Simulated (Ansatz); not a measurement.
# Cl2FH2NZr: taking an electron away

The task here is to estimate one member of a computed series from the others.

Program: Ansatz 0.2.0, Gaussian basis. Level of theory: unrestricted cation, the program's frozen cores in correlated methods. These are calculated values, not measurements.

The runs, in order: UKS PBE-D4/def2-TZVPP; UKS r2SCAN-D4/def2-TZVPP; UKS PBE0-D4/def2-TZVPP; UKS B3LYP-D4/def2-TZVPP; UKS wB97X-V/def2-TZVPP; UKS wB97M-V/def2-TZVPP; UKS B2PLYP/def2-TZVPP; UHF-CCSD(T)/def2-TZVPP; UHF-MP2/def2-QZVPP; extrapolation to the limit; then −ε(HOMO) from the neutral's earlier runs with LDA (SPW92), PBE-D4, revPBE-D4, BLYP-D4, r2SCAN-D4, B97M-V, PBE0-D4, B3LYP-D4, r2SCANh-D4, r2SCAN0-D4, HSE06-D4, BHLYP-D4, CAM-B3LYP-D4, LC-ωPBE, ωB97X-V, ωB97M-V.

## Structure used throughout

All runs share one geometry, relaxed beforehand with PBE0-D4 in a triple-zeta def2 set. Zr takes the def2 core potential; no spin-orbit term is included.

SMILES `[NH2][Zr]([F])([Cl])[Cl]`, 7 atoms, charge 0, spin multiplicity 1.

Atoms are counted from 1 here; the program's logs count them from 0.

Bond lengths: N1–Zr2 1.998 Å, N1–H6 1.012 Å, N1–H7 1.012 Å, Zr2–F3 1.889 Å, Zr2–Cl4 2.350 Å, Zr2–Cl5 2.350 Å. Angles: Zr2–N1–H6 125.7°, Zr2–N1–H7 125.1°, H6–N1–H7 109.2°, N1–Zr2–F3 106.2°, N1–Zr2–Cl4 108.6°, N1–Zr2–Cl5 108.6°, F3–Zr2–Cl4 112.3°, F3–Zr2–Cl5 112.3°, Cl4–Zr2–Cl5 108.6°.

Set-up of the first run:

Contents of in.yaml:

```yaml
crystal:
  periodic: [false, false, false]
  atoms:
    - {symbol: N, position_ang: [-0.173544, 1.252215, -0.045023]}
    - {symbol: Zr, position_ang: [0.001715, -0.737375, -0.014155]}
    - {symbol: F, position_ang: [-1.625411, -1.420312, -0.687280]}
    - {symbol: Cl, position_ang: [0.409946, -1.418836, 2.197226]}
    - {symbol: Cl, position_ang: [1.843158, -1.347415, -1.340110]}
    - {symbol: H, position_ang: [0.532576, 1.912205, 0.254624]}
    - {symbol: H, position_ang: [-0.988439, 1.759519, -0.365272]}
basis:
  gaussian: {orbitals: def2-TZVPP}
total_charge: 1
magnetization: {spin_polarized: true, initial_magnetization: 1}
hamiltonian: {xc: pbe, dispersion: d4}
```

On the command line:

```
ansatz run in.yaml --threads 2 --pin off --events-out ev --progress --plain --max-ram 32768MiB --backend cpu
```

Steps of the session up to this table: Cation, UKS PBE-D4/def2-TZVPP; Cation, UKS r2SCAN-D4/def2-TZVPP; Cation, UKS PBE0-D4/def2-TZVPP; Cation, UKS B3LYP-D4/def2-TZVPP; Cation, UKS wB97X-V/def2-TZVPP; Cation, UKS wB97M-V/def2-TZVPP; Cation, UKS B2PLYP (frozen core)/def2-TZVPP; Cation, UHF-CCSD(T)/def2-TZVPP; Cation, UHF-MP2/def2-QZVPP.

One table of the session follows, with a row left open; its other results are not shown here.

It belongs to the step «Ionisation energies side by side». Orbital estimates, from the neutral's runs:

| functional | −ε(HOMO) (eV) |
| --- | --- |
| LDA (SPW92) | 7.17 |
| PBE-D4 | 6.97 |
| revPBE-D4 | 6.90 |
| BLYP-D4 | 6.82 |
| r2SCAN-D4 | 7.28 |
| B97M-V | 7.32 |
| PBE0-D4 | 8.36 |
| B3LYP-D4 | 8.10 |
| r2SCANh-D4 | 7.80 |
| r2SCAN0-D4 | ? |
| HSE06-D4 | 7.95 |
| BHLYP-D4 | 9.63 |
| CAM-B3LYP-D4 | 9.75 |
| LC-ωPBE | 11.17 |
| ωB97X-V | 10.77 |
| ωB97M-V | 10.64 |

Q: Estimate the row for r2SCAN0-D4 from the others.

Worked estimate for «−ε(HOMO) (eV)». Against the share of exact exchange, r2SCAN-D4 (0, 7.28), r2SCANh-D4 (0.1, 7.80) give a slope of 5.20 per unit share; at 0.25 the line stands at 8.58.

**Answer.** −ε(HOMO) (eV): 8.58. In «−ε(HOMO) (eV)» the line misses by 0.00.
